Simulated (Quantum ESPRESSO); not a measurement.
LaSb under changes of volume

One of the cells (34.170 Å³/atom); the others are scaled copies at fixed shape and fractional positions:

```xyz
2
Lattice="0.0000 3.2450 3.2450 3.2450 0.0000 3.2450 3.2450 3.2450 0.0000" Properties=species:S:1:pos:R:3 pbc="T T T"
La    0.0000    0.0000    0.0000
Sb    3.2450    3.2450    3.2450
```

```yaml
Program: Quantum ESPRESSO 7.5
Functional: r2SCAN
Potentials_or_basis: SG15 PBE 1.2
Cutoff: 952 eV
Density_cutoff: 3810 eV
k_mesh: 5 × 5 × 5
Occupations: fermi-dirac, width 0.05 eV
Spin: no spin polarisation
```

```tsv
volume (Å³/atom)	energy over the lowest point (meV/atom)	pressure (GPa)
32.120	39.25	5.2
32.803	20.28	3.6
33.487	7.82	2.2
34.170	?	?
34.853	0.00	-0.3
35.537	3.57	-1.4
36.220	11.49	-2.3
```

Q: What does the run at 34.170 Å³/atom give?

A: Energy over the lowest point 1.25 meV/atom; pressure 0.9 GPa.

Worked out: A Birch-Murnaghan fit of order 3 (a polynomial in V^(-2/3)) to the other rows has its minimum at 34.68 Å³/atom with B0 = V·E''(V) = 59 GPa and B' = 4.1. It gives 1.25 meV/atom at 34.170 Å³/atom, against the run's 1.25, and -dE/dV = 0.9 GPa, against 0.9.

Energies are extrapolated to zero smearing.

Caveats: the potentials were made for another functional, which shifts forces and pressure.
